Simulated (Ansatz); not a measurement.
CsLiCr2Te2S3: relaxation of cell and atoms with PBEsol

CsLiCr2Te2S3:

```
Cs Li Cr Te S
1.0
     3.31929    1.91639    6.87982
    -3.31929    1.91639    6.87982
     0.00000   -3.83279    6.87982
Cs Li Cr Te S
1 1 2 2 3
Direct
  0.00000 0.00000 0.00000
  0.50000 0.50000 0.50000
  0.79848 0.79848 0.79848
  0.20152 0.20152 0.20152
  0.67990 0.67990 0.67990
  0.32010 0.32010 0.32010
  0.13626 0.86374 0.50000
  0.50000 0.13626 0.86374
  0.86374 0.50000 0.13626
```

The cell was built by a generator and needn't be a form met in nature.

```
Program             : Ansatz 0.2.0
Task                : relaxation of cell and atoms
Functional          : PBEsol
Potentials or basis : Ansatz PAW
Cutoff              : 420 eV (not typed: the program's choice for these potentials)
k mesh              : 4 × 4 × 4
Occupations         : fermi-dirac, width 0.05 eV
Spin                : collinear spin, ferromagnetic start
Starting moments    : [0.0, 0.0, 3.0, 3.0, 0.0, 0.0, 0.0, 0.0, 0.0] μB
```

```json
{
 "Relaxed volume": "26.39 Å³/atom",
 "Relaxed cell": "a = 7.432 Å, b = 7.432 Å, c = 7.432 Å, α = 52.26°, β = 52.26°, γ = 52.26°",
 "Space group after relaxing (to 0.05 Å)": "R32 (No. 155)",
 "Energy gained by relaxing": "15.9 meV/atom",
 "Ionic steps": "6",
 "Pressure after relaxing": "0.0 GPa",
 "Largest force after relaxing": "0.008 eV/Å",
 "Band gap on the k mesh": "none (metal or under the smearing width)",
 "Net moment": "4.00 μB per cell",
 "Absolute moment": "5.53 μB per cell",
 "Site moments": "Cs -0.01; Li +0.01; Cr +1.93; Te -0.11; S -0.04 μB"
}
```

Forces in eV/Å, atoms in the order of the input:
```
Cs   0.000  0.000  0.000
Li   0.000  0.000  0.000
Cr   0.000  0.000 -0.003
Cr   0.000  0.000  0.003
Te   0.000  0.000  0.007
Te   0.000  0.000 -0.007
S   -0.008  0.000  0.000
S    0.004 -0.007  0.000
S    0.004  0.007  0.000
```

The path:
```
step  energy change (eV)  largest force (eV/Å)  volume (Å³)
   1              0.0000                0.2390       262.58
   2             -0.0984                0.2115       250.83
   3             -0.1379                0.0160       237.46
   4             -0.1436                0.0192       237.56
   5             -0.1450                0.0079       237.53
   6             -0.1429                0.0078       237.53
```

Final structure:
```
Cs Li Cr Te S
1.0
     3.27342    1.88991    6.39925
    -3.27342    1.88991    6.39925
     0.00000   -3.77982    6.39925
Cs Li Cr Te S
1 1 2 2 3
Direct
  0.00000 0.00000 0.00000
  0.50000 0.50000 0.50000
  0.79579 0.79579 0.79579
  0.20421 0.20421 0.20421
  0.66999 0.66999 0.66999
  0.33001 0.33001 0.33001
  0.13240 0.86760 0.50000
  0.50000 0.13240 0.86760
  0.86760 0.50000 0.13240
```

Levels at points of the mesh, in eV from the Fermi level:
Spin up:
```tsv
k point	band 45	band 46	band 47	band 48	band 49	band 50
(0.00, 0.00, 0.00)	-0.44	-0.14	-0.14	0.02	0.32	0.32
(0.00, 0.00, -0.50)	-0.51	-0.19	-0.14	0.40	0.78	0.89
(0.00, -0.50, -0.50)	-0.76	-0.37	0.01	0.12	0.24	0.46
(-0.50, -0.50, -0.50)	-1.21	-0.56	-0.20	-0.20	0.91	0.91
```
Spin down:
```csv
k point,band 39,band 40,band 41,band 42,band 43,band 44,band 45,band 46,band 47,band 48
"(0.00, 0.00, 0.00)",-2.18,-2.15,-1.60,-0.17,-0.17,0.54,0.54,0.89,0.94,0.94
"(0.00, 0.00, -0.50)",-2.03,-1.83,-1.55,-1.02,-0.80,0.61,0.99,1.08,1.48,1.60
"(0.00, -0.50, -0.50)",-2.26,-1.97,-1.77,-0.77,-0.32,0.65,0.68,0.91,1.27,1.44
"(-0.50, -0.50, -0.50)",-1.91,-1.77,-1.77,-0.75,-0.75,0.51,0.51,0.74,1.02,1.02
```

Run time: 45 s on 8 threads of Arm Neoverse V2 (shared host), peak memory 1.2 GiB.

Caveat: the plane-wave basis is chosen anew once the cell has moved, so the energies of steps on either side of that aren't comparable; only a ferromagnetic start was run, and an antiferromagnetic order may lie lower in energy; the PAW data sets come from PBE, with cores solved anew for the run's functional, which leaves a small shift of forces and pressure. With open d or f shells a metallic result of PBEsol can be an artefact of self-interaction; +U or a hybrid may open a gap.
